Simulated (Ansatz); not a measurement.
Crystal: Rb3Ba.

```xyz
4
Lattice="0.0000 5.5144 5.5144 5.5144 0.0000 5.5144 5.5144 5.5144 0.0000" Properties=species:S:1:pos:R:3 pbc="T T T"
Ba    0.0000    0.0000    0.0000
Rb    5.5144    5.5144    5.5144
Rb    8.2716    8.2716    8.2716
Rb    2.7572    2.7572    2.7572
```

The cell comes from a database or a generator and needn't be the stable form of this composition.

| Item | Value |
| --- | --- |
| Program | Ansatz 0.2.0 |
| Task | single point |
| Functional | PBE |
| Potentials or basis | Ansatz PAW |
| Cutoff | 420 eV (not typed: the program's choice for these potentials) |
| k mesh | 4 × 4 × 4 |
| Occupations | fermi-dirac, width 0.05 eV |
| Spin | no spin polarisation |

On this cell: pressure 0.0 GPa; largest force zero by symmetry; band gap on the k mesh none (metal or under the smearing width).

The same run follows on a disturbed copy (atoms moved at random, drawn with an rms of 0.05 Å):

```
Ba Rb
1.0
     0.00000    5.51443    5.51443
     5.51443    0.00000    5.51443
     5.51443    5.51443    0.00000
Ba Rb
1 3
Direct
  0.99060 0.00495 0.00539
  0.50952 0.49584 0.49379
  0.75163 0.74879 0.74558
  0.23978 0.25251 0.25277
```

Q: What does the disturbed cell give?

A: The energy (extrapolated to zero smearing) moves by +1.0 meV/atom; pressure 0.0 GPa; largest force 0.044 eV/Å; band gap on the k mesh none (metal or under the smearing width).

Forces on the atoms (eV/Å):
```
Ba  -0.042 -0.002  0.006
Rb   0.030 -0.022 -0.024
Rb   0.024  0.004 -0.005
Rb  -0.012  0.020  0.023
```
